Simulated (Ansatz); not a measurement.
Run this with Ansatz's Python interface and show what comes out.

Script `run_methods.py`:
```python
# -*- coding: utf-8 -*-
"""BBrFHS at several levels of theory."""

import ansatz
from ase import Atoms

atoms = Atoms(["F", "B", "S", "Br", "H"], positions=[
    [-0.8286, -1.1807, 1.0862],
    [-0.4963, -0.1123, 0.133],
    [0.9653, 0.9834, 0.4756],
    [-1.462, 0.1535, -1.5564],
    [1.8715, 0.0824, -0.1799],
])
molecule = ansatz.Crystal.molecule_from_ase(atoms)

job = molecule.calculation().basis(gaussian="def2-SVP")

methods = ["mp2", "ccsd", "ccsd_t"]
batch = ansatz.Session.batch([job.correlation(m).input() for m in methods])
reports = sorted(batch.plan().execute().molecular_reports, key=lambda each: each["member"])
print(f"Hartree-Fock reference {reports[0]['reference_energy_ev'] / 27.211386246:.6f} Ha")
best = reports[-1]["free_energy_ev"] - reports[-1]["reference_energy_ev"]
for method, each in zip(methods, reports):
    gained = each["free_energy_ev"] - each["reference_energy_ev"]
    print(f"{method:8s} total {each['free_energy_ev'] / 27.211386246:.6f} Ha  correlation {gained:9.4f} eV  ({100 * gained / best:.1f} % of the last)")
```

```console
$ python run_methods.py
Hartree-Fock reference -3094.196707 Ha
mp2      total -3094.827786 Ha  correlation  -17.1725 eV  (94.2 % of the last)
ccsd     total -3094.849702 Ha  correlation  -17.7689 eV  (97.5 % of the last)
ccsd_t   total -3094.866608 Ha  correlation  -18.2289 eV  (100.0 % of the last)
```

Total energies depend on the basis set; only differences at equal settings carry meaning. The geometry is a force-field or estimated start, not a minimum of this method, and the basis set is short of its limit. A lower total doesn't mark the better method: functionals have no common bound, and MP2 and coupled cluster aren't variational. Inner cores stay frozen; a filled d shell under the valence of the heavier atoms is correlated with it.
